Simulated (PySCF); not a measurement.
# C3H9Al: the cost of one run

The runs use PySCF 2.14.0, with density-fitted response routines of our own; the level of theory stands in each step. All values are computed, except where a source is named. Atoms are numbered from 0 throughout.

### 1 The starting structure

13 atoms, charge 0, multiplicity 1; geometry from: GFN2-xTB. The atoms were then displaced at random by about 0.01 Å, so the start is not that level's minimum.

Bonds of the start (Å): C0–C1 1.50, C1–C2 1.53, C2–Al3 2.04, C0–H4 1.10, C0–H5 1.12, C0–H6 1.07, C1–H7 1.10, C1–H8 1.09, C2–H9 1.09, C2–H10 1.12, Al3–H11 1.52, Al3–H12 1.58.

### 2 Relaxing the molecule at PBE0-D3(BJ)/def2-SVP

What the job is given:

```
{"job": {"xc": "PBE0", "basis": "def2-SVP", "d3": "d3bj", "grid": 1, "shake": 0.01, "kind": "geom"}, "charge": 0, "multiplicity": 1}
C     -1.191840     0.226760    -1.037620
C     -0.826360    -0.353230     0.296220
C      0.600380    -0.892360     0.238020
Al     1.796120     0.718930    -0.107790
H     -0.479740     1.014400    -1.328600
H     -2.200770     0.717680    -1.004490
H     -1.203790    -0.508180    -1.822020
H     -0.868080     0.438960     1.058800
H     -1.530770    -1.130410     0.591360
H      0.683620    -1.668350    -0.520480
H      0.823110    -1.419380     1.198140
H      3.126750     0.722170    -0.844350
H      1.277170     2.116150     0.411240
```

Started as:

```console
$ OMP_NUM_THREADS=1 python probes_run.py task.json out
```

The driver reads the jobs from task.json and runs them one after another.

**Question.** How long does this first job take on 1 thread of Arm Neoverse N1, shared host, and how much memory does it need?

About 46 s, with a peak of 0.44 GiB.
